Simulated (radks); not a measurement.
# Exchange and kinetic functionals tested on atomic densities: Ba²⁺, Tl³⁺, Ag⁶⁺, Mn²⁺, Ir⁴⁺, Te⁴⁺

One table from this session's results is given with a row withheld; the runs are named, their logs left out.

Program: radks (a radial shooting solver on a logarithmic mesh, Libxc functionals) version 1. Level of theory: non-relativistic Kohn-Sham, exchange-only PBE, spin-polarised, spherical densities, point nucleus; open shells are filled with parallel spins first. These are calculated values, not measurements, unless marked.

## The atom as given

- species: Ba²⁺ ([Xe]), Tl³⁺ ([Xe] 4f14 5d10), Ag⁶⁺ ([Kr] 4d5), Mn²⁺ ([Ar] 3d5), Ir⁴⁺ ([Xe] 4f14 5d5), Te⁴⁺ ([Kr] 4d10 5s2)

Set-up of the first run:

Input:

```text
Z 56
configuration [Xe]
relativity non-relativistic
functional pbe,
spin polarised
nucleus point
```

Among the steps run: Ba²⁺, [Xe].

One table of the session follows, with a row left open; its other results are not shown here.

It belongs to the step «Ba²⁺, [Xe]». Sizes of the orbitals, from the radial functions (bohr):

| level | <r> | outermost maximum (interpolated) | 90 % within | nodes |
| --- | --- | --- | --- | --- |
| 3s | 0.3064 | 0.280 | 0.448 | 2 |
| 3p | 0.2964 | 0.267 | 0.443 | 1 |
| 3d | 0.2671 | 0.216 | 0.417 | 0 |
| 4s | 0.7038 | 0.653 | 1.01 | 3 |
| 4p | ? | ? | ? | ? |
| 4d | 0.7960 | 0.693 | 1.20 | 1 |
| 5s | 1.703 | 1.53 | 2.45 | 4 |
| 5p | 1.926 | 1.69 | 2.81 | 3 |

Estimate the missing values for 4p.

**Answer.** <r>: 0.7283; outermost maximum (interpolated): 0.666; 90 % within: 1.06; nodes: 2. In the column «<r>» it lies between 4s (0.7038) and 4d (0.7960).
